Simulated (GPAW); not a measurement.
# GaF in GPAW: convergence with basis set

Input of the first run (basis set lcao:sz(dzp)); the others differ in this setting and in those tied to it:

File run.py:

```python
from ase.dft.bandgap import bandgap
from ase.io import read, write
from gpaw import GPAW

atoms = read('GaF.xyz')

calc = GPAW(mode='lcao',
            h=0.16,
            basis='sz(dzp)',
            xc='PBE',
            kpts={'size': (8, 8, 8), 'gamma': True},
            occupations={'name': 'fermi-dirac', 'width': 0.05},
            convergence={'density': 1e-05, 'energy': 1e-05},
            maxiter=100,
            txt='gpaw.txt')
atoms.calc = calc
energy = atoms.get_potential_energy()
forces = atoms.get_forces()
calc.write('gs.gpw')
write('result.traj', atoms)
print(f'Energy: {energy:.6f} eV')
print('Forces (eV/A):')
print(forces.round(4))
print('Fermi level:', round(calc.get_fermi_level(), 4), 'eV')
print(f'Gap: {bandgap(calc)[0]:.4f} eV, direct: {bandgap(calc, direct=True)[0]:.4f} eV')
```

The input GaF.xyz:

```xyz
2
Lattice="0.0000000000 2.8462400000 2.8462400000 2.8462400000 0.0000000000 2.8462400000 2.8462400000 2.8462400000 0.0000000000" Properties=species:S:1:pos:R:3 pbc="T T T"
Ga     1.4231200000      1.4231200000      1.4231200000
F      0.0000000000      0.0000000000      0.0000000000
```

Potentials or basis: GPAW PAW data sets (gpaw-data 1.2.1), lcao:sz(dzp).

Run with:

```sh
$ OMP_NUM_THREADS=1 python run.py
```

The cell was built by a generator and needn't be a form met in nature.

Hardware: 1 thread of Arm Neoverse V1 (shared host).

Problem. The values tried are lcao:sz(dzp), lcao:szp(dzp), lcao:dz(dzp), lcao:dzp, fd, pw, loosest first. From which on does the gap on the mesh stay within 0.01 eV of the tightest run that finished?

Solution. From fd on.

```
    basis set  energy less the tightest run, at zero smearing (meV/atom)  gap on the mesh (eV)  SCF cycles  CPU time (s)  peak memory (GiB)
 lcao:sz(dzp)                                                     542.23                 2.128          10            14               0.15
lcao:szp(dzp)                                                     395.23                 2.058          10            50               0.16
 lcao:dz(dzp)                                                     250.70                 2.447           9            17               0.15
     lcao:dzp                                                     210.47                 2.310           9            55               0.17
           fd                                                    -143.08                 2.265          11            25               0.21
           pw                                                       0.00                 2.260          11            22               0.17
```

Not settled before the last step: the energy (to 1 meV/atom). The tightest run that finished is the yardstick and may itself not be fully converged.
